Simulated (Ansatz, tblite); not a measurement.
**Trans-Sn(PH3)2Cl4 (Cl4H6P2Sn): rung by rung**

How do method and basis change the picture of trans-Sn(PH3)2Cl4 (Cl4H6P2Sn) (singlet)?

Method: as each input shows; program: Ansatz 0.2.0, Gaussian basis.

The runs, in order: GFN1-xTB, GFN2-xTB, PBE-D4/def2-TZVP, r2SCAN-D4/def2-TZVP, r2SCAN0-D4/def2-TZVP, revPBE-D4/def2-TZVP, ωB97M-V/def2-TZVP, PBE-D4/def2-SVP, PBE0-D4/def2-SVP, MP2/def2-TZVP, RPA/def2-TZVP.

3 further runs of the same task are left out: 3 set aside as unsound or not needed.

**1. The geometry**

The geometry is that of the singlet, from an earlier relaxation (r2SCAN-D4/def2-SVP).

13 atoms, charge 0, spin multiplicity 1.

Bond lengths: Cl1–Sn7 2.406 Å, Cl2–Sn7 2.422 Å, Cl3–Sn7 2.407 Å, Cl4–Sn7 2.421 Å, P5–Sn7 2.695 Å, P5–H8 1.418 Å, P5–H9 1.416 Å, P5–H10 1.415 Å, P6–Sn7 2.695 Å, P6–H11 1.418 Å, P6–H12 1.415 Å, P6–H13 1.415 Å. Angles: Sn7–P5–H8 121.3°, Sn7–P5–H9 115.3°, Sn7–P5–H10 114.5°, H8–P5–H9 100.9°, H8–P5–H10 100.9°, H9–P5–H10 101.0°, Sn7–P6–H11 121.6°, Sn7–P6–H12 114.8°, Sn7–P6–H13 114.7°, H11–P6–H12 100.9°, H11–P6–H13 100.9°, H12–P6–H13 101.0°, Cl1–Sn7–Cl2 177.6°, Cl1–Sn7–Cl3 90.4°, Cl1–Sn7–Cl4 90.0°, Cl1–Sn7–P5 91.8°, Cl1–Sn7–P6 93.7°, Cl2–Sn7–Cl3 90.0° and more.

Sn takes a core potential in the def2 sets. No spin-orbit coupling is included.

PBE0-D4/def2-TZVP was run before; its log isn't repeated, and its numbers join the tables.

**2. GFN1-xTB**

Tight binding, by tblite at 300 K electronic temperature and without a spin-polarisation term:

```python
tblite.interface.Calculator('GFN1-xTB', numbers, positions, charge=0, uhf=0).singlepoint()
```

Energy -765.7988 eV, HOMO -12.18 eV, LUMO -10.03 eV; 0.013 s.

**3. GFN2-xTB**

Tight binding, by tblite at 300 K electronic temperature and without a spin-polarisation term:

```python
tblite.interface.Calculator('GFN2-xTB', numbers, positions, charge=0, uhf=0).singlepoint()
```

Energy -775.1941 eV, HOMO -11.22 eV, LUMO -9.64 eV; 0.012 s.

**4. PBE-D4/def2-TZVP**

start.molden holds the orbitals of an earlier run on this state, given as this run's starting guess.

in.yaml

```yaml
crystal:
  periodic: [false, false, false]
  atoms:
    - {symbol: Cl, position_ang: [2.514954, -0.003063, 0.086045]}
    - {symbol: Cl, position_ang: [-2.302072, 0.168927, -0.183320]}
    - {symbol: Cl, position_ang: [0.195102, 2.496410, -0.083396]}
    - {symbol: Cl, position_ang: [0.008766, -2.319995, 0.182128]}
    - {symbol: P, position_ang: [-0.071913, 0.029080, 2.688427]}
    - {symbol: P, position_ang: [0.028098, -0.064597, -2.688933]}
    - {symbol: Sn, position_ang: [0.112117, 0.092425, 0.000301]}
    - {symbol: H, position_ang: [-0.126699, 1.222964, 3.450836]}
    - {symbol: H, position_ang: [0.971516, -0.662003, 3.349775]}
    - {symbol: H, position_ang: [-1.206571, -0.656893, 3.183016]}
    - {symbol: H, position_ang: [1.211400, -0.152343, -3.464802]}
    - {symbol: H, position_ang: [-0.630037, 1.014167, -3.326279]}
    - {symbol: H, position_ang: [-0.704651, -1.165099, -3.193809]}
basis:
  gaussian: {orbitals: def2-TZVP, initial_orbitals: start.molden}
hamiltonian: {xc: pbe, dispersion: d4}
scf: {omitted_lower_state_checks: [starts]}
output: {forces: true, orbitals: {seedname: orbitals}}
```

The run is started by

```sh
$ ansatz run in.yaml --threads 4 --pin off --events-out ev --progress --plain --max-ram 4787MiB
```

The runs that follow: r2SCAN-D4/def2-TZVP; r2SCAN0-D4/def2-TZVP; revPBE-D4/def2-TZVP; ωB97M-V/def2-TZVP; PBE-D4/def2-SVP; PBE0-D4/def2-SVP; MP2/def2-TZVP; RPA/def2-TZVP.

**Question.** What will the summary of the whole plan be? Wanted: gap in def2-TZVP, named functionals, smallest and largest; correlation energy, MP2/def2-TZVP; binding an atom, functionals in def2-TZVP; PBE0 total energy, smallest basis above largest.

The runs gave:

```
                                                 quantity                                 value
gap in def2-TZVP, named functionals, smallest and largest   2.88 eV (PBE-D4), 9.16 eV (ωB97M-V)
                        correlation energy, MP2/def2-TZVP                             -37.71 eV
                binding an atom, functionals in def2-TZVP  2.65 (revPBE-D4) to 2.71 eV (PBE-D4)
          PBE0 total energy, smallest basis above largest        23.99 eV (def2-SVP, def2-TZVP)
```

What this shows: Orbital gaps of the named functionals in def2-TZVP span 2.88 eV (PBE-D4) to 9.16 eV (ωB97M-V); exact exchange widens it.
